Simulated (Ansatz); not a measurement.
# ClFGeH₂N radical: basis-set convergence

One table from this session's results is given with a row withheld; the runs are named, their logs left out.

Method: one geometry, several basis sets; program: Ansatz 0.2.0, Gaussian basis.

Plan: PBE0-D4/def2-SVP; ωB97M-V/def2-SVP; PBE0-D4/def2-QZVPP; ωB97M-V/def2-QZVPP; the functionals' def2-TZVPP values are taken from earlier runs.

## Structure used throughout

An earlier PBE0-D4 in a triple-zeta def2 set relaxation fixed the geometry.

SMILES `[NH2][Ge]([F])[Cl]`, 6 atoms, charge 0, spin multiplicity 2.

Atoms are counted from 1 here; the program's logs count them from 0.

Bond lengths: N1–Ge2 1.833 Å, N1–H5 1.013 Å, N1–H6 1.012 Å, Ge2–F3 1.741 Å, Ge2–Cl4 2.161 Å. Angles: Ge2–N1–H5 114.0°, Ge2–N1–H6 114.9°, H5–N1–H6 109.8°, N1–Ge2–F3 103.1°, N1–Ge2–Cl4 107.4°, F3–Ge2–Cl4 107.9°.

Set-up of the first run:

The input, in.yaml:

```yaml
crystal:
  periodic: [false, false, false]
  atoms:
    - {symbol: N, position_ang: [0.006099, 0.949491, -0.165969]}
    - {symbol: Ge, position_ang: [-0.245387, -0.765987, 0.428783]}
    - {symbol: F, position_ang: [1.318166, -1.196693, 1.060813]}
    - {symbol: Cl, position_ang: [-0.623940, -2.000026, -1.304409]}
    - {symbol: H, position_ang: [0.392412, 1.574504, 0.531441]}
    - {symbol: H, position_ang: [-0.805251, 1.374809, -0.596760]}
basis:
  gaussian: {orbitals: def2-SVP}
magnetization: {spin_polarized: true, initial_magnetization: 1}
hamiltonian: {xc: pbe0, dispersion: d4}
output: {orbitals: {seedname: orbitals}}
```

Run with:

```sh
$ ansatz run in.yaml --threads 2 --pin off --events-out ev --progress --plain --max-ram 22528MiB --backend cpu
```

Among the steps run: PBE0-D4 in def2-SVP; ωB97M-V in def2-SVP; PBE0-D4 in def2-QZVPP; ωB97M-V in def2-QZVPP.

One of the session's tables, all rows but one given; the rest of the session is left out.

It belongs to the step «Density functionals: the series». 

| functional | basis | HOMO (eV) | LUMO (eV) |
| --- | --- | --- | --- |
| PBE0-D4 | def2-SVP | -6.72 | -3.50 |
| PBE0-D4 | def2-TZVPP | -6.90 | -3.65 |
| PBE0-D4 | def2-QZVPP | -6.96 | -3.73 |
| ωB97M-V | def2-SVP | -8.73 | -1.60 |
| ωB97M-V | def2-TZVPP | -8.92 | -1.83 |
| ωB97M-V | def2-QZVPP | ? | ? |

Estimate the missing values for ωB97M-V, def2-QZVPP.

**Answer.** HOMO (eV): -9.00; LUMO (eV): -1.95. In the column «HOMO (eV)» it is the lowest.
